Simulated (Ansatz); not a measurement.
# Si: an axial (c/a) deformation path

One table from this session's results is given with a row withheld; the runs are named, their logs left out.

Computed with Ansatz 0.2.0 (DFT LDA, scalar-relativistic, plane waves, PAW, unless a step's input says otherwise).

## Starting point

Symmetry: P6/mmm, No. 191, hexagonal system. The conventional cell has a = 2.621 Å, b = 2.621 Å, c = 2.466 Å, α = 90.00°, β = 90.00°, γ = 120.00°. Si (site symmetry 6/mmm) has 8 Si at 2.47 to 2.62 Å as nearest neighbours.

Coordinates:

```cif
data_structure
_symmetry_space_group_name_H-M 'P6/mmm'
_symmetry_Int_Tables_number 191
_cell_length_a 2.6205
_cell_length_b 2.6205
_cell_length_c 2.4664
_cell_angle_alpha 90.000
_cell_angle_beta 90.000
_cell_angle_gamma 120.000
_cell_volume 14.67
loop_
_atom_site_label
_atom_site_type_symbol
_atom_site_symmetry_multiplicity
_atom_site_Wyckoff_symbol
_atom_site_fract_x
_atom_site_fract_y
_atom_site_fract_z
_atom_site_occupancy
Si1 Si 1 a 0.00000 0.00000 0.00000 1
```

It goes back to an entry of the Materials Project, which need not be the stable form.

No relaxation comes first: the listed cell is the starting point.

## Zero of energy

The reference gives a free energy of -608.4278 eV, pressure -0.81 GPa, largest force 0.000 eV/Å and gap on the mesh none (metal). It was computed beforehand with the settings of the runs below.

Set-up of the first run:

At fixed volume and fractional coordinates, lengths along (0.000, 0.000, 1.000) are scaled against those across it; ρ is that ratio over its starting value.

The input, input.yaml:

```yaml
crystal:
  lattice:
    - [2.7664210749, 0.0, 0.0]
    - [-1.3832105375, 2.3957909284, 0.0]
    - [0.0, 0.0, 2.2131020013]
  atoms:
    - { symbol: Si, position: [0.0, 0.0, 0.0] }
basis:
  ecutwfc: 420
kpoints:
  mp_grid: { grid: [24, 24, 22] }
hamiltonian:
  xc: lda
scf:
  occupations: { method: gaussian, width: 0.15 }
output:
  forces: true
  stress: true
  eigenvalues: true
```

Launch:

```bash
$ ansatz run input.yaml --threads 1 --pin off --max-ram 2560MiB --backend cpu --events-out ev --progress --plain --runs-dir out
```

Among the steps run: At ρ = 0.850; At ρ = 1.200; At ρ = 0.920; ρ = 1.100; Point ρ = 0.960; Point ρ = 1.050; At ρ = 0.800; ρ = 1.300.

One table of the session follows, with a row left open; its other results are not shown here.

The scan, with free energies counted from the undisturbed cell:

```
    ρ  ΔE (meV/atom)  pressure (GPa)
0.800          478.6            14.8
0.850          223.0             7.2
0.920           48.9             1.4
0.960           10.0            -0.2
1.000            0.0            -0.8
1.050           19.0            -0.8
1.100              ?               ?
1.200          217.5             3.6
1.300          397.3             8.9
```

Estimate the missing values for ρ = 1.100.

Worked estimate for «ΔE (meV/atom)». A straight line through the neighbours (1.050, 19.0) and (1.200, 217.5) gives 19.0 + (217.5 − 19.0) × (1.100 − 1.050) / (1.200 − 1.050) = 85.2; a parabola fitted to 4 rows on both sides gives 76.3.

**Answer.** ΔE (meV/atom): 69.1; pressure (GPa): 0.0. In «ΔE (meV/atom)» the line misses by +16.1 and the parabola by +7.2.
